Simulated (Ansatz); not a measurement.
# H3InNO radical: a ladder of functionals and wavefunction methods

An exercise on one series of results from a longer session: the logs are not shown, and one member is left open.

Program: Ansatz 0.2.0, Gaussian basis. Level of theory: functionals in def2-TZVPP, the program's frozen cores in correlated methods. These are calculated values, not measurements.

Plan: LDA (SPW92), PBE-D4, revPBE-D4, BLYP-D4, r2SCAN-D4, B97M-V, PBE0-D4, B3LYP-D4, r2SCANh-D4, r2SCAN0-D4, HSE06-D4, BHLYP-D4, CAM-B3LYP-D4, LC-ωPBE, ωB97X-V, ωB97M-V, B2PLYP, PBE-QIDH; CCSD(T)/def2-SVP; CCSD(T)/def2-TZVPP; CCSD(T)/def2-QZVPP; extrapolation to the limit; RPA on PBE.

1 further run of the same task is left out (for a known fault of the program).

**The geometry**

The geometry comes from an earlier relaxation with PBE0-D4 in a triple-zeta def2 set; it is a stationary point. In takes the def2 core potential; no spin-orbit term is included.

SMILES `[NH2][In][OH]`, 6 atoms, charge 0, spin multiplicity 2.

Atoms are counted from 1 here; the program's logs count them from 0.

Bond lengths: N1–In2 2.069 Å, N1–H4 1.014 Å, N1–H5 1.016 Å, In2–O3 2.009 Å, O3–H6 0.960 Å. Angles: In2–N1–H4 113.5°, In2–N1–H5 111.0°, H4–N1–H5 107.4°, N1–In2–O3 111.2°, In2–O3–H6 114.3°.

The first run:

in.yaml

```yaml
crystal:
  periodic: [false, false, false]
  atoms:
    - {symbol: N, position_ang: [-0.980418, -0.217813, -1.044409]}
    - {symbol: In, position_ang: [0.940941, -0.096723, -0.287382]}
    - {symbol: O, position_ang: [0.933036, -0.108067, 1.721666]}
    - {symbol: H, position_ang: [-1.044955, 0.034366, -2.024081]}
    - {symbol: H, position_ang: [-1.612183, 0.391572, -0.531923]}
    - {symbol: H, position_ang: [1.805579, -0.067234, 2.120028]}
basis:
  gaussian: {orbitals: def2-TZVPP}
magnetization: {spin_polarized: true, initial_magnetization: 1}
hamiltonian: {xc: lda}
output: {orbitals: {seedname: orbitals}}
```

The run is started by

```
ansatz run in.yaml --threads 2 --pin off --events-out ev --progress --plain --max-ram 32768MiB --backend cpu
```

Steps of the session up to this table: LDA; PBE-D4 (GGA); revPBE-D4 (GGA); BLYP-D4 (GGA); r2SCAN-D4 (meta-GGA); B97M-V (meta-GGA); PBE0-D4 (hybrid); B3LYP-D4 (hybrid); r2SCANh-D4 (hybrid); r2SCAN0-D4 (hybrid); HSE06-D4 (hybrid); BHLYP-D4 (hybrid); CAM-B3LYP-D4 (range-separated); LC-ωPBE (range-separated); ωB97X-V (range-separated); ωB97M-V (range-separated); B2PLYP (double hybrid); PBE-QIDH (double hybrid).

One of the session's tables, all rows but one given; the rest of the session is left out.

It belongs to the step «Frontier levels by functional». 

| functional | HOMO (eV) | LUMO (eV) | gap (eV) |
| --- | --- | --- | --- |
| LDA (SPW92) | -5.06 | -4.37 | 0.68 |
| PBE-D4 | -4.90 | -4.02 | 0.88 |
| revPBE-D4 | -4.85 | -3.89 | 0.96 |
| BLYP-D4 | -4.77 | -4.04 | 0.73 |
| r2SCAN-D4 | -5.27 | -3.74 | 1.52 |
| B97M-V | -4.96 | -4.12 | 0.84 |
| PBE0-D4 | -6.01 | -3.18 | 2.83 |
| B3LYP-D4 | -5.81 | -3.57 | 2.23 |
| r2SCANh-D4 | -5.68 | -3.44 | 2.24 |
| r2SCAN0-D4 | -6.30 | -3.00 | 3.31 |
| HSE06-D4 | -5.62 | -3.55 | 2.06 |
| BHLYP-D4 | -6.97 | -2.48 | 4.49 |
| CAM-B3LYP-D4 | -7.26 | -2.38 | 4.88 |
| LC-ωPBE | -8.53 | -1.00 | 7.53 |
| ωB97X-V | ? | ? | ? |
| ωB97M-V | -8.08 | -1.56 | 6.53 |

Q: Estimate the row for ωB97X-V from the others.

The run gave: HOMO (eV): -8.09; LUMO (eV): -1.35; gap (eV): 6.74. In the column «HOMO (eV)» it lies between LC-ωPBE (-8.53) and ωB97M-V (-8.08).
